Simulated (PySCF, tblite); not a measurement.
# 3-phenylfuran: geometry, infrared bands, NMR shifts, spin-spin couplings and electronic excitations

Wanted: the infrared bands, NMR shifts, spin-spin couplings and electronic excitations of 3-phenylfuran (`c1ccc(-c2ccoc2)cc1`), by calculation.

Programs: tblite 0.8.0 and PySCF 2.14.0, with density-fitted response routines of our own. Each step states its level of theory. These are calculated values for one molecule in the gas phase, unless marked as measured. Atoms count from 0, in the outputs and in this text.

## (1) The molecule as given

19 atoms, charge 0, multiplicity 1; geometry from: force field or distance geometry start.

Bonds of the start (Å): C0–C1 1.39, C1–C2 1.41, C2–C3 1.37, C3–C4 1.46, C4–C5 1.39, C5–C6 1.41, C6–O7 1.31, O7–C8 1.33, C3–C9 1.39, C9–C10 1.37, C10–C0 1.37, C8–C4 1.40, C0–H11 1.10, C1–H12 1.09, C2–H13 1.09, C5–H14 1.07, C6–H15 1.08, C8–H16 1.08, C9–H17 1.09, C10–H18 1.08.

## (2) Optimising the geometry with GFN2-xTB

What the job is given:

```
{"job": {"kind": "relax", "xc": "GFN2-xTB", "basis": "xTB"}, "charge": 0, "multiplicity": 1}
C     -2.941300    -0.170500     0.191600
C     -2.331100     0.937600     0.770200
C     -0.925800     1.023000     0.679400
C     -0.202900     0.068200     0.005000
C      1.249400     0.167300    -0.080700
C      2.114300    -0.925000    -0.143100
C      3.392500    -0.346500    -0.240300
O      3.297000     0.961400    -0.237500
C      2.026500     1.331800    -0.153000
C     -0.878700    -1.010700    -0.545600
C     -2.243200    -1.148200    -0.476400
H     -4.036300    -0.206100     0.295300
H     -2.900900     1.698800     1.310600
H     -0.402400     1.868100     1.115600
H      1.863700    -1.966800    -0.114000
H      4.338100    -0.876100    -0.286700
H      1.607100     2.327400    -0.130500
H     -0.258900    -1.747600    -1.061500
H     -2.776800    -1.976900    -0.905900
```

Run with:

```bash
OMP_NUM_THREADS=2 python probes_run.py task.json out
```

One launch serves the whole session: the jobs run in the order shown.

**Question.** This job is followed by: GFN2-xTB harmonic vibrations, gas phase; PBE0-D3(BJ)/def2-SVP geometry optimisation, gas phase; GIAO PBE0/pcSseg-1 NMR shielding, non-relativistic, gas phase; B3LYP/pcJ-1 indirect spin-spin coupling, non-relativistic, gas phase; TDDFT CAM-B3LYP/def2-SVPD, vertical, gas phase, core orbitals frozen in the response; GIAO KT3/pcSseg-2 NMR shielding, non-relativistic, gas phase. What will the session give for the following? strongest single infrared mode (GFN2-xTB); zero-point energy (GFN2-xTB); point group; rotational constants (main isotopes); 13C shifts against TMS (PBE0/pcSseg-1, means over atoms taken as alike); 1H shifts against TMS (PBE0/pcSseg-1, means over atoms taken as alike); 17O shifts against H2O (PBE0/pcSseg-1); potential on the surface of density 0.002 e/bohr³, 1st and 99th percentile; largest coupling of the table (B3LYP/pcJ-1); lowest singlet (CAM-B3LYP/def2-SVPD); brightest single state of those computed; lowest triplet; range of the shift of O7.

As calculated:

| quantity | value |
| --- | --- |
| strongest single infrared mode (GFN2-xTB) | 3092 cm⁻¹, 84 km/mol |
| zero-point energy (GFN2-xTB) | 92.1 kcal/mol |
| point group | C1 |
| rotational constants (main isotopes) | 3.57, 0.66, 0.57 GHz |
| 13C shifts against TMS (PBE0/pcSseg-1, means over atoms taken as alike) | 147.3, 142.4, 138.2, 134.3, 133.4, 132.3, 131.6, 115.0 ppm |
| 1H shifts against TMS (PBE0/pcSseg-1, means over atoms taken as alike) | 7.69, 7.59, 7.51, 7.43, 7.37, 6.83 ppm |
| 17O shifts against H2O (PBE0/pcSseg-1) | 303.7 ppm |
| potential on the surface of density 0.002 e/bohr³, 1st and 99th percentile | -0.81 V and 1.16 V |
| largest coupling of the table (B3LYP/pcJ-1) | 1J(C,H) C6–H15, 212.2 Hz |
| lowest singlet (CAM-B3LYP/def2-SVPD) | 5.12 eV (242 nm), f = 0.018 |
| brightest single state of those computed | state 7, 6.69 eV, f = 0.829 |
| lowest triplet | 3.53 eV |
| range of the shift of O7 | 289.4 to 303.7 ppm |

**Reading.** Relaxing lowered the energy by 0.328 eV in 65 steps; the close pair that moved most is C5–C6, from 1.406 to 1.357 Å (GFN2-xTB). No mode is imaginary among the 51: a minimum at this level. The strongest single mode, at 3092 cm⁻¹, moves mainly H13 and H17. Unscaled tight-binding wavenumbers are off by several per cent, some by more. Its intensities can rank the bands wrongly. The start of the PBE0/def2-SVP relaxation was shaken at random by about 0.01 Å, so part of the energy gained, and of the first lengths quoted, undoes that. The optimisation took 8 steps and gained 0.179 eV; among the close pairs (by a distance rule), C3–C4 changed most, from 1.421 to 1.467 Å (PBE0/def2-SVP). NICS(1)zz of -27 ppm above the planar ring from C0 marks a diatropic (aromatic) ring current. NICS(1)zz of -24 ppm above the planar ring from C4 marks a diatropic (aromatic) ring current. Couplings across rotatable bonds belong to this one conformer; where others are populated, the observed values are averages. In ppm, O7 moves most: its shift spreads over 14.3 ppm, from 289.4 (KT3/pcSseg-2) to 303.7 (PBE0/pcSseg-1). Most of that comes from the computed reference, not from the atom's own shielding. The conformer search found further structures of the same energy, which may be mirror or relabelled copies of this one.
